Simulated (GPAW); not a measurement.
The system is WS.

```
W S
1.0
     3.44485    0.00000    0.00000
     0.00000    3.44485    0.00000
     0.00000    0.00000    3.44485
W S
1 1
Direct
  0.50000 0.50000 0.50000
  0.00000 0.00000 0.00000
```

The cell was built by a generator and needn't be a form met in nature.

Base run:

* Program: GPAW 26.7.0
* Functional: LDA
* Potentials or basis: PAW data sets generated in the run's folder for this functional
* Cutoff: 600 eV
* Basis: pw
* k mesh: 8 × 8 × 8
* Occupations: fermi-dirac, width 0.05 eV
* Spin: no spin polarisation

Its results: pressure -41.6 GPa.

Question: The run is repeated on the same cell with these changes: potentials or basis from PAW data sets generated in the run's folder for this functional to the program's PAW data sets (release 1.2.1) made for this functional, other valence; valence electrons from 20 to 12. What comes out?

Answer: Pressure -40.7 GPa.

Caveats: a pressure of tens of GPa on the cell as given is suspect, and the run, the potentials or the cell itself is likely at fault.
